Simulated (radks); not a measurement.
**Ne³⁺ in [He] 2s1.5 2p3 3p0.5: an all-electron calculation**

One table from this session's results is given with a row withheld; the runs are named, their logs left out.

Method: scalar-relativistic Kohn-Sham, BLYP, spin-unpolarised, spherical densities, finite nucleus. Code: radks (a radial shooting solver on a logarithmic mesh, Libxc functionals) version 1.

**Starting point**

```
element            : neon (Z = 10)
charge             : +3
electrons          : 7
configuration      : [He] 2s1.5 2p3 3p0.5
nuclear rms radius : 3.0055 fm
```

Set-up of the first run:

The run's settings:

```text
Z 10
configuration [He] 2s1.5 2p3 3p0.5
relativity scalar-relativistic
functional b88,lyp
spin unpolarised
nucleus finite rms 3.0055 fm
c 137.035999084
```

Command:

```console
python run_ks.py task.json out
```

The same process makes all the runs of this session.

One table of the session follows, with a row left open; its other results are not shown here.

It belongs to the step «Shells». Sizes of the orbitals, from the radial functions (bohr):

| level | <r> | outermost maximum (interpolated) | 90 % within |
| --- | --- | --- | --- |
| 1s | ? | ? | ? |
| 2s | 0.7839 | 0.639 | 1.22 |
| 2p | 0.7356 | 0.549 | 1.22 |
| 3p | 2.441 | 2.19 | 3.64 |

**Question.** Estimate the row for 1s.

The run gave: <r>: 0.1577; outermost maximum (interpolated): 0.103; 90 % within: 0.282. In the column «<r>» it is the lowest.
